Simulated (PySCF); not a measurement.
# CaF: basis, grid and Hamiltonian

Which parts of the numerical set-up matter for CaF? Each run edits the base script.

The runs use PySCF 2.14.0; method and basis as typed in the scripts.

6 further runs of the same task are left out: 6 that didn't finish.

## Step 1: Where the work starts

CaF: 2 atoms, charge 0, spin multiplicity 2.

Bond lengths: Ca1–F2 2.051 Å.

## Step 2: Base script

The input, input.py:

```python
from pyscf import gto, dft

mol = gto.M(
    atom='Ca 0 0 0; F 0 0 2.051',
    basis='3-21g',
    charge=0,
    spin=1,
    verbose=3,
)
mf = dft.UKS(mol, xc='pw6b95')
mf.kernel()
mf.analyze()
print('orbital energies (hartree):', [e[max(0, n-3):n+3].round(4) for e, n in zip(mf.mo_energy, mol.nelec)])
```

Run with:

```
$ python input.py
```

Its log is not repeated here.

In short: E(SCF) = -774.074002 Eh, ⟨S²⟩ = 0.751, μ = 3.02 D.

The bond length is a typed value, not an optimised one.

## Step 3: Sbkjc (core potential on)

Run 1 changes basis set: 3-21g → sbkjc; core potential: off → on. The core potential changes with it: totals don't compare.

The input, input.py:

```python
from pyscf import gto, dft

mol = gto.M(
    atom='Ca 0 0 0; F 0 0 2.051',
    basis='sbkjc',
    ecp={'Ca': 'sbkjc', 'F': 'sbkjc'},
    charge=0,
    spin=1,
    verbose=3,
)
mf = dft.UKS(mol, xc='pw6b95')
mf.kernel()
mf.mulliken_pop()
mf.dip_moment()
print('orbital energies (hartree):', [e[max(0, n-3):n+3].round(4) for e, n in zip(mf.mo_energy, mol.nelec)])
```

Run with:

```
$ python input.py
```

## Step 4: Def2-svp

Run 2 changes basis set: 3-21g → def2-svp.

input.py: that of step 2 with these lines changed.

```diff
@@ -4,3 +4,3 @@
     atom='Ca 0 0 0; F 0 0 2.051',
-    basis='3-21g',
+    basis='def2-svp',
     charge=0,
```

## Step 5: Cc-pvdz

Run 3 changes basis set: 3-21g → cc-pvdz.

input.py: that of step 2 with these lines changed.

```diff
@@ -4,3 +4,3 @@
     atom='Ca 0 0 0; F 0 0 2.051',
-    basis='3-21g',
+    basis='cc-pvdz',
     charge=0,
```

Before running it: what results should come out? Wanted: for each run, E(SCF); from base; gap, α spin; SCF dipole.

**Answer**, as computed:

```
                      run  E(SCF) (hartree)  from base (eV)  gap, α spin (eV)  SCF dipole (D)  functions
                     base       -774.074002               0              3.71            3.02         26
sbkjc (core potential on)        -24.911849  not comparable               n/a            4.36         16
                 def2-svp       -777.877597       -103.5011              3.71            3.81         38
                  cc-pvdz       -778.054491       -108.3146              3.19            3.45         41
```

What this shows: The largest comparable shift of the SCF energy, -108.315 eV, comes with the run “cc-pvdz”. def2-svp (38 functions) gives an energy 103.50 eV lower than 3-21g (26). cc-pvdz (41 functions) gives an energy 108.31 eV lower than 3-21g (26).
